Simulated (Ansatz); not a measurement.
# In4Ru: the cost of one run

Method: DFT PBE, scalar-relativistic, plane waves, PAW, in Ansatz 0.2.0.

1 further run of the same task is left out (it didn't finish).

### 1 The system as given

Symmetry: Pm-3m, No. 221, cubic system. Conventional cell: a = 4.758 Å, b = 4.758 Å, c = 4.758 Å, α = 90.00°, β = 90.00°, γ = 90.00°. Around In (site symmetry m-3m) lie 6 In at 2.38 Å. In (site symmetry 4/mmm) is surrounded by 2 In at 2.38 Å. Ru (site symmetry m-3m) has 12 In at 3.36 Å as nearest neighbours.

Coordinates:

```
In Ru
1.0
     4.75828    0.00000    0.00000
     0.00000    4.75828    0.00000
     0.00000    0.00000    4.75828
In Ru
4 1
Direct
  0.50000 0.50000 0.50000
  0.00000 0.50000 0.50000
  0.50000 0.00000 0.50000
  0.50000 0.50000 0.00000
  0.00000 0.00000 0.00000
```

The cell is invented: species swapped into a database cell of Mn4N (Pm-3m, No. 221). Its size is a rough estimate.

### 2 The guess as it stands, on a coarse mesh

The input, input.yaml:

```yaml
crystal:
  lattice:
    - [4.75828498, 0.0, 0.0]
    - [0.0, 4.75828498, 0.0]
    - [0.0, 0.0, 4.75828498]
  atoms:
    - { symbol: In, position: [0.5, 0.5, 0.5] }
    - { symbol: In, position: [0.0, 0.5, 0.5] }
    - { symbol: In, position: [0.5, 0.0, 0.5] }
    - { symbol: In, position: [0.5, 0.5, 0.0] }
    - { symbol: Ru, position: [0.0, 0.0, 0.0] }
basis:
  ecutwfc: 420
kpoints:
  mp_grid: { grid: [4, 4, 4] }
hamiltonian:
  xc: pbe
scf:
  occupations: { method: gaussian, width: 0.1 }
  lower_state_search: "off"
output:
  forces: true
  stress: true
  eigenvalues: true
```

On the command line:

```sh
$ ansatz run input.yaml --threads 1 --pin off --max-ram 2560MiB --backend cpu --events-out ev --progress --plain --runs-dir out
```

**Question.** How long does this run take on 1 thread of Arm Neoverse V1, shared host, and how much memory does it need?

About 3 s, with a peak of 0.35 GiB.
